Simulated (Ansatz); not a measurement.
**Rb3Zn in Ansatz: convergence with k mesh**

Input of the first run (k mesh 2 × 2 × 2); the others differ in this setting and in those tied to it:

File input.yaml:

```yaml
crystal:
  lattice:
    - [-3.139688, 3.139688, 6.317535]
    - [3.139688, -3.139688, 6.317535]
    - [3.139688, 3.139688, -6.317535]
  atoms:
    - { symbol: Rb, position: [0.5, 0.5, 0.0] }
    - { symbol: Rb, position: [0.25, 0.75, 0.5] }
    - { symbol: Rb, position: [0.75, 0.25, 0.5] }
    - { symbol: Zn, position: [0.0, 0.0, 0.0] }
hamiltonian:
  xc: pbe
  pseudopotentials: { kind: paw, source: jth }
kpoints:
  mp_grid: { grid: [2, 2, 2] }
scf:
  occupations: { method: gaussian, width: 0.05 }
output:
  forces: true
  stress: true
  eigenvalues: true
```

Potentials or basis: JTH PAW.

Run with:

```bash
$ ansatz run input.yaml --threads 2 --pin off --max-ram 5632MiB --backend cpu --events-out ev --progress --plain --runs-dir out
```

The cell comes from a database or a generator and needn't be the stable form of this composition.

Hardware: 2 threads of Arm Neoverse V1, on a shared host.

Question: The values tried are 2 × 2 × 2, 3 × 3 × 3, 4 × 4 × 4, 5 × 5 × 5, 6 × 6 × 6, 7 × 7 × 7, 8 × 8 × 8, 10 × 10 × 10, loosest first. From which on does the pressure stay within 0.1 GPa of the tightest run that finished?

Answer: From 3 × 3 × 3 on.

```csv
k mesh,"energy less the tightest run, at zero smearing (meV/atom)",pressure (GPa),SCF cycles,CPU time (s),peak memory (GiB)
2 × 2 × 2,69.01,-0.22,11,18,1.5
3 × 3 × 3,-10.99,0.05,9,21,1.5
4 × 4 × 4,5.37,0.09,9,32,1.6
5 × 5 × 5,0.61,0.09,9,43,1.7
6 × 6 × 6,1.65,0.08,10,65,1.8
7 × 7 × 7,0.75,0.08,10,80,1.9
8 × 8 × 8,0.75,0.08,10,110,2.1
10 × 10 × 10,0.00,0.08,9,190,2.7
```

Against the tightest run, the energy stays within 1 meV/atom from 7 × 7 × 7 on. Meshes of other sizes hit other points, so gaps and Fermi surfaces needn't settle smoothly. The tightest run that finished is the yardstick and may itself not be fully converged.
